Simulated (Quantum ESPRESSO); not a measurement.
**GeW in Quantum ESPRESSO: the effect of target pressure**

Crystal: GeW.

```
Ge W
1.0
     0.00000    2.57761    2.57761
     2.57761    0.00000    2.57761
     2.57761    2.57761    0.00000
Ge W
1 1
Direct
  0.50000 0.50000 0.50000
  0.00000 0.00000 0.00000
```

The cell was built by a generator and needn't be a form met in nature.

Alike in all runs:

```yaml
Program: Quantum ESPRESSO 7.5
Task: phonons
Functional: PBEsol
Potentials_or_basis: PseudoDojo 0.4.1 SR PBEsol standard
Cutoff: 1061 eV
Density_cutoff: 4245 eV
k_mesh: 8 × 8 × 8
Occupations: cold, width 0.2 eV
Spin: no spin polarisation
```

Each run relaxes the cell or the atoms first.

| target pressure | relaxed volume (Å³/atom) | highest phonon frequency (cm⁻¹) |
| --- | --- | --- |
| 0 GPa | 16.60 | 230 |
| 2 GPa | ? | ? |
| 5 GPa | 16.19 | 243 |
| 10 GPa | 15.83 | 254 |

Question: What does the run with target pressure 2 GPa give?

Answer: Relaxed volume 16.43 Å³/atom; highest phonon frequency 235 cm⁻¹.

Worked out: A straight line through the other rows of the relaxed volume, of slope -0.077 Å³/atom per GPa, gives 16.44 Å³/atom, against the run's 16.43. A straight line through the other rows of the highest phonon frequency, of slope 2.4 cm⁻¹ per GPa, gives 235 cm⁻¹, against the run's 235.

Caveats: the mesh is thin for the phonons of a metal; the cell is more than 3 GPa from zero pressure, which shifts response properties (some runs).

Runs at the PBE level aren't shown here.
